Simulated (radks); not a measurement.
# Ge²⁺ in [Ne] 3s2 3p5.75 3d10 4s2 5s0.25: an all-electron calculation

The task here is to estimate one member of a computed series from the others.

Program: radks (a radial shooting solver on a logarithmic mesh, Libxc functionals) version 1. Level of theory: non-relativistic Kohn-Sham, XLYP, spin-polarised, spherical densities, point nucleus; open shells are filled with parallel spins first. These are calculated values, not measurements, unless marked.

## Starting point

```
element       : germanium (Z = 32)
charge        : +2
electrons     : 30
configuration : [Ne] 3s2 3p5.75 3d10 4s2 5s0.25
```

Set-up of the first run:

The run's settings:

```text
Z 32
configuration [Ne] 3s2 3p5.75 3d10 4s2 5s0.25
relativity non-relativistic
functional xlyp
spin polarised
nucleus point
```

Run with:

```
$ python run_ks.py task.json out
```

This one command runs every case of the session in turn.

Among the steps run: Self-consistent calculation.

One table of the session follows, with a row left open; its other results are not shown here.

It belongs to the step «Shells». Sizes of the orbitals, from the radial functions (bohr):

```
  level      <r>  outermost maximum (interpolated)  90 % within  nodes
  1s up  0.04785                            0.0316       0.0852      0
1s down  0.04785                            0.0316       0.0852      0
  2s up   0.2138                             0.179        0.330      1
2s down   0.2138                             0.180        0.330      1
  2p up   0.1852                             0.143        0.302      0
2p down   0.1852                             0.143        0.302      0
  3s up        ?                                 ?            ?      ?
3s down   0.6339                             0.551        0.947      2
  3p up   0.6493                             0.546        0.997      1
3p down   0.6497                             0.546        0.998      1
  3d up   0.7183                             0.500         1.21      0
3d down   0.7195                             0.500         1.21      0
  4s up    1.932                              1.67         2.85      3
4s down    1.934                              1.67         2.86      3
  5s up    4.576                              4.28         6.55      4
```

Estimate the missing values for 3s up.

**Answer.** <r>: 0.6336; outermost maximum (interpolated): 0.551; 90 % within: 0.947; nodes: 2. In the column «<r>» it lies between 2s down (0.2138) and 3s down (0.6339).
